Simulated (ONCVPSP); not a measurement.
# Pseudopotential generation for osmium: ONCV, PBEsol

Aim: build the potential from the settings below, then test how well it stands in for the atom: other configurations, scattering, ghost states and the plane-wave cutoff that it needs.

Method: ONCVPSP 4.0.1.1 (patched build), PBEsol, scalar-relativistic.

### Step 1. Settings

The settings as typed:

* element: osmium (Os, Z = 76)
* type: optimised norm-conserving Vanderbilt (ONCV)
* frozen core: [Xe] 4f14
* valence charge: 8
* reference configuration: 5d6 6s1.5 6p0.5
* partial waves: 6s: rc 2.55 bohr, ncon 4, nbas 9, qcut 2.3 1/bohr, 1 projector; 6p: rc 3.55 bohr, ncon 3, nbas 7, qcut 2.7 1/bohr, 1 projector; 5d: rc 2.00 bohr, ncon 3, nbas 7, qcut 6.1 1/bohr, 2 projectors, debl 2.9 Ha
* local potential: polynomial inside 1.25 bohr (lpopt 5, dvloc0 3 Ha)
* core correction: Teter function, fcfact 3.5, rcfact 1.05

The nodes and maxima of the atom's own shells, from an earlier all-electron run, set the scale for the radii.

All-electron outer shells of the reference configuration (PBEsol, scalar-relativistic, ld1.x):

```csv
shell,level (eV),outermost node (bohr),outermost maximum (bohr)
4f,-52.95,–,0.40
5p,-51.80,0.55,1.03
5d,-7.15,0.60,1.36
6s,-6.83,1.20,2.45
6p,-1.71,1.43,3.47
```

### Step 2. Generating the potential

Contents of Os.dat:

```
# ATOM AND REFERENCE CONFIGURATION
# atsym  z   nc   nv     iexc    psfile
  Os 76.00   12    3  -116133      upf
#
#   n    l    f
    1    0    2.00
    2    0    2.00
    2    1    6.00
    3    0    2.00
    3    1    6.00
    3    2   10.00
    4    0    2.00
    4    1    6.00
    4    2   10.00
    4    3   14.00
    5    0    2.00
    5    1    6.00
    5    2    6.00
    6    0    1.50
    6    1    0.50
#
# PSEUDOPOTENTIAL AND OPTIMIZATION
# lmax
    2
#
#   l,   rc,      ep,       ncon, nbas, qcut
    0    2.55    0.00    4    9    2.30
    1    3.55    0.00    3    7    2.70
    2    2.00    0.00    3    7    6.10
#
# LOCAL POTENTIAL
# lloc, lpopt,  rc(5),   dvloc0
    4    5    1.25    3.00
#
# VANDERBILT-KLEINMAN-BYLANDER PROJECTORs
# l, nproj, debl
    0    1    3.30
    1    1    2.40
    2    2    2.90
#
# MODEL CORE CHARGE
# icmod, fcfact, rcfact
    3    3.50    1.05
#
# LOG DERIVATIVE ANALYSIS
# epsh1, epsh2, depsh
   -2.00    5.00    0.02
#
# OUTPUT GRID
# rlmax, drl
    6.00    0.01
#
# TEST CONFIGURATIONS
# ncnf
    4
# nvcnf
#   n    l    f
    3
    5    2    6.00
    6    0    2.00
    6    1    0.00
#
    3
    5    2    6.00
    6    0    1.00
    6    1    0.00
#
    3
    5    2    6.00
    6    0    0.00
    6    1    0.00
#
    3
    5    2    4.00
    6    0    0.00
    6    1    0.00
#
```

The run is started by

```console
$ oncvpsp.x < Os.dat > Os.out
```

What does the calculation give? Wanted: cutoffs for 1 and 0.1 mHa per electron, occupied waves; bound ghosts; GHOST(+) flags; largest test error; largest phase difference near zero energy, channels read; rms error of d²Exc/dn², without and with the model core.

As calculated:

```
                                                quantity                                        value
  cutoffs for 1 and 0.1 mHa per electron, occupied waves                              15 Ha and 33 Ha
                                            bound ghosts              s at -134.85 eV, p at -46.36 eV
                                          GHOST(+) flags                                  d at 128 eV
                            largest test error (AE − PS)  -9.0 meV, for 5d6 6s0 6p0 (1 test unsolved)
largest phase difference near zero energy, channels read                                    0.021 rad
 rms error of d²Exc/dn², without and with the model core                            4.34 and 2.92 mHa
```

In words: It has a bound ghost (s, p), a state that the atom doesn't have, and that rules the file out. By total energies transferability is good where solved: the largest error is 9.0 meV on 24.0 eV, for 5d6 6s0 6p0. Atomic tests can pass in spite of a ghost, since they solve only for the levels asked. Of the tests 1 gave no usable energy difference, which is a warning in itself. It counts as soft on the atom at that tolerance, with 15 Ha needed at the looser tolerance. At the looser tolerance the 5d wave is the slowest; 6s needs 9 Ha. Near zero energy the phases of the channels with partial waves agree within 0.021 rad. The program also flags highly localised states, GHOST(+) (d).
